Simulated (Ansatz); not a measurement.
**GeP+ (quintet): wave-function methods side by side, cc-pVDZ**

An exercise on one series of results from a longer session: the logs are not shown, and one member is left open.

Method: cc-pVDZ, core rule «outside noble gas», up to 19 orbitals frozen; program: Ansatz 0.2.0, Gaussian basis.

To be run: UHF; CCSD(T) on ROHF; CCSD(T) on UHF; BCCD(T) on ROHF; CISD; CCSDT(Q) on ROHF; CCSDT(Q) on UHF; CASSCF and MRCISD+Q, 8 electrons in 8 orbitals; CASSCF and NEVPT2, 8 electrons in 8 orbitals.

9 further runs of the same task are left out: 3 that didn't finish, 6 set aside as unsound or not needed.

## What is computed

The geometry is a PBE0/def2-TZVP stationary point (not a proven minimum) of the parent state, kept for this charge and spin. No spin-orbit coupling is included. The filled d shell of Ge may be among the frozen orbitals whatever the setting's name suggests; the logs give the count.

2 atoms, charge 1, spin multiplicity 5.

Atoms are counted from 1 here; the program's logs count them from 0.

Bond lengths: Ge1–P2 2.304 Å.

The first run:

File in.yaml:

```yaml
crystal:
  periodic: [false, false, false]
  atoms:
    - {symbol: Ge, position_ang: [0.000000, 0.000000, 0.000000]}
    - {symbol: P, position_ang: [0.000000, 0.000000, 2.303500]}
basis:
  gaussian: {orbitals: cc-pVDZ}
total_charge: 1
magnetization: {spin_polarized: true, initial_magnetization: 4}
hamiltonian: {xc: hf}
output: {orbitals: {seedname: orbitals}}
```

On the command line:

```console
$ ansatz run in.yaml --threads 1 --pin off --events-out ev --progress --plain --max-ram 2393MiB
```

Steps of the session up to this table: UHF; CCSD(T) on ROHF; CCSD(T) on UHF; BCCD(T) on ROHF; CISD; CCSDT(Q) on ROHF; CCSDT(Q) on UHF; CASSCF and MRCISD+Q, 8 electrons in 8 orbitals; CASSCF and NEVPT2, 8 electrons in 8 orbitals.

One table of the session follows, with a row left open; its other results are not shown here.

```
          method  from UCCSDT(Q) (kcal/mol)
            ROHF                     +94.37
             UHF                     +90.99
            RMP2                     +22.36
            UMP2                     +22.58
            CISD                      +6.82
           RCCSD                      +3.66
           UCCSD                      +3.40
        RCCSD(T)                      +1.03
        UCCSD(T)                      +0.83
         BCCD(T)                      +1.02
          RCCSDT                      +0.37
          UCCSDT                          ?
       RCCSDT(Q)                      +0.20
       UCCSDT(Q)                          0
  CASSCF valence                     +71.37
  NEVPT2 valence                     +16.35
  MRCISD valence                      +4.61
MRCISD+Q valence                      -0.41
```

Q: Estimate the row for UCCSDT from the others.

**Answer.** from UCCSDT(Q) (kcal/mol): +0.17. In the column «from UCCSDT(Q) (kcal/mol)» it lies between UCCSDT(Q) (0) and RCCSDT(Q) (+0.20).

Limits of these values: Restricted and unrestricted rows rest on different reference determinants; where their highest levels disagree by more than a few hundredths of an eV, they describe different states and don't form one ladder.
